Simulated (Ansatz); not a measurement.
# F₂H₂HfSe₂: geometry optimisation

The task is to find a stationary geometry of F₂H₂HfSe₂.

Method: RKS PBE0-D4/def2-TZVP; program: Ansatz 0.2.0, Gaussian basis.

The runs, in order: relaxation at PBE0-D4/def2-TZVP.

1 further run of the same task is left out (set aside as unsound or not needed).

## 1. The system as given

7 atoms, charge 0, spin multiplicity 1.

Atoms are counted from 1 here; the program's logs count them from 0.

Bond lengths: F1–Hf2 1.865 Å, Hf2–F3 1.865 Å, Hf2–Se4 2.479 Å, Hf2–Se5 2.478 Å, Se4–H6 1.435 Å, Se5–H7 1.436 Å. Angles: F1–Hf2–F3 98.3°, F1–Hf2–Se4 105.9°, F1–Hf2–Se5 100.0°, F3–Hf2–Se4 100.2°, F3–Hf2–Se5 105.3°, Se4–Hf2–Se5 140.2°, Hf2–Se4–H6 91.8°, Hf2–Se5–H7 90.9°.

Geometry (Å):

| atom | x (Å) | y (Å) | z (Å) |
| --- | --- | --- | --- |
| F1 | -1.4279 | -0.1474 | -1.0044 |
| Hf2 | -0.0368 | 0.0665 | 0.2187 |
| F3 | 1.3775 | -0.4265 | -0.8930 |
| Se4 | -0.1336 | -1.9112 | 1.7100 |
| Se5 | 0.0566 | 2.5396 | 0.3389 |
| H6 | 0.4099 | -2.7625 | 0.6909 |
| H7 | -0.2457 | 2.6416 | -1.0611 |

The start is a GFN2-xTB geometry. Hf takes the def2 core potential; no spin-orbit term is included.

## 2. Geometry optimisation, PBE0-D4/def2-TZVP

File in.yaml:

```yaml
crystal:
  periodic: [false, false, false]
  atoms:
    - {symbol: F, position_ang: [-1.427900, -0.147450, -1.004380]}
    - {symbol: Hf, position_ang: [-0.036820, 0.066460, 0.218680]}
    - {symbol: F, position_ang: [1.377480, -0.426490, -0.892990]}
    - {symbol: Se, position_ang: [-0.133620, -1.911200, 1.710010]}
    - {symbol: Se, position_ang: [0.056640, 2.539620, 0.338910]}
    - {symbol: H, position_ang: [0.409880, -2.762540, 0.690860]}
    - {symbol: H, position_ang: [-0.245650, 2.641600, -1.061080]}
basis:
  gaussian: {orbitals: def2-TZVP}
hamiltonian: {xc: pbe0, dispersion: d4}
relax: {f_tol: 0.005, max_steps: 150}
```

Command:

```sh
$ ansatz run in.yaml --threads 2 --pin off --events-out ev --progress --plain --max-ram 32768MiB --backend cuda --devices 0, --max-vram 18GiB
```

**Question.** What will the summary of the whole plan be? Wanted: point group; shift from the start; total energy; dispersion term; dipole moment.

**Answer**, as computed:

```
                  quantity            value
               point group               C1
                     steps               56
shift from the start (rms)          0.807 Å
              total energy  -137461.4427 eV
           dispersion term         -161 meV
             dipole moment           0.64 D
```

**Reading.** The relaxed geometry lies 0.81 Å (rms) from the start; the bond that changed most is Hf2–Se5, from 2.478 to 2.571 Å. No vibrations were run, so it is not proven to be a minimum. The largest Mulliken charge, +1.34 e, sits on Hf2.
